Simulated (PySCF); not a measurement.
# [Dy(H2O)3]3+: other functionals and bases at one geometry

An exercise on one series of results from a longer session: the logs are not shown, and one member is left open.

The runs use PySCF 2.14.0; several levels, as the steps say, no spin–orbit coupling.

3 further runs of the same task are left out: 2 for a known fault of the program, 1 that didn't finish.

## The starting structure

10 atoms, charge 3, spin multiplicity 1.

Bond lengths: Dy1–O2 2.260 Å, Dy1–O5 2.260 Å, Dy1–O8 2.260 Å, O2–H3 0.991 Å, O2–H4 0.991 Å, O5–H6 0.991 Å, O5–H7 0.991 Å, O8–H9 0.991 Å, O8–H10 0.991 Å. Angles: O2–Dy1–O5 120.0°, O2–Dy1–O8 120.0°, O5–Dy1–O8 120.0°, Dy1–O2–H3 128.7°, Dy1–O2–H4 128.7°, H3–O2–H4 102.6°, Dy1–O5–H6 128.7°, Dy1–O5–H7 128.7°, H6–O5–H7 102.6°, Dy1–O8–H9 128.7°, Dy1–O8–H10 128.7°, H9–O8–H10 102.6°.

As a file:

```xyz
10
charge 3, multiplicity 1
Dy    0.0000    0.0000    0.0000
O     2.2598    0.0000    0.0000
H     2.8797    0.7542    0.1711
H     2.8797   -0.7543   -0.1711
O    -1.1299    1.9571    0.0000
H    -2.0930    2.1168    0.1711
H    -0.7866    2.8710   -0.1711
O    -1.1299   -1.9571    0.0000
H    -0.7867   -2.8710    0.1711
H    -2.0931   -2.1167   -0.1711
```

Formal oxidation states: Dy +3. Each metal's 9 4f electrons lie in its core potential, so multiplicities, spins and levels count the valence alone. An earlier session relaxed this geometry at r2SCAN, Dy lcecp-1-SVP with ECP55, O def2-SVP, H def2-SVP (singlet, point group D3).

At r2SCAN on the finer grid: E = -265.012124 Eh, HOMO -23.86 eV, LUMO -17.40 eV, Mulliken charge on Dy1 +1.96 e, largest force component 0.065 eV/Å. 

Levels to run: revPBE; TPSSh; BLYP; HF; r2SCAN, TZVP. Hardware: 2 threads of Arm Neoverse V2, shared host.

Set-up of the first run:

Input file run.py (the lines that set the calculation):

```python
mol = gto.M(atom='''
Dy     0.00000     0.00000     0.00000
O      2.25982    -0.00001     0.00000
H      2.87968     0.75423     0.17110
H      2.87967    -0.75427    -0.17110
O     -1.12990     1.95707     0.00000
H     -2.09303     2.11676     0.17110
H     -0.78662     2.87101    -0.17110
O     -1.12992    -1.95706     0.00000
H     -0.78666    -2.87100     0.17110
H     -2.09306    -2.11674    -0.17110''',
    basis={'Dy': 'lcecp-1-SVP', 'O': 'def2-SVP', 'H': 'def2-SVP'},
    ecp={'Dy': 'lcecp-1-SVP'},
    charge=3, spin=0)
mf = dft.RKS(mol, xc='PBE_R,PBE')
mf.grids.atom_grid = (75, 302)  # f atoms: unpruned, at least (60, 302)
mf = mf.density_fit()  # fitting sets: Dy AutoAux, O def2-universal-JKFIT, H def2-universal-JKFIT
mf.conv_tol = 1e-08; mf.max_cycle = 55
mf.kernel(dm0)  # dm0: the density of the relaxed state
```

Started as:

```bash
> OMP_NUM_THREADS=2 python run.py
```

Among the steps run: revPBE; TPSSh; BLYP; HF; r2SCAN, TZVP.

One of the session's tables, all rows but one given; the rest of the session is left out.

| level | HOMO (eV) | gap (eV) | charge on Dy1 (e) | largest force component (eV/Å) |
| --- | --- | --- | --- | --- |
| r2SCAN (relaxed here) | -23.86 | 6.46 | 1.96 | 0.07 |
| revPBE | -23.39 | 5.46 | 1.85 | 0.33 |
| TPSSh | ? | ? | ? | ? |
| BLYP | -23.32 | 5.29 | 1.81 | 0.45 |
| HF | -30.06 | 16.21 | 2.27 | 1.54 |
| r2SCAN, TZVP | -23.85 | 6.49 | 2.22 | 0.27 |

Q: Estimate the row for TPSSh from the others.

**Answer.** HOMO (eV): -24.26; gap (eV): 6.86; charge on Dy1 (e): 1.94; largest force component (eV/Å): 0.15. In the column «HOMO (eV)» it lies between HF (-30.06) and r2SCAN (relaxed here) (-23.86).

In one basis the HOMO–LUMO gap runs from 5.29 eV (BLYP) to 16.21 eV (HF). The largest leftover force, 1.54 eV/Å with HF, stands at a geometry relaxed at another level. With 4f in the core, its levels are missing from HOMO and gap, and its count is fixed, so no charge can pass from the ligands into it. Total energies of different levels can't be compared.
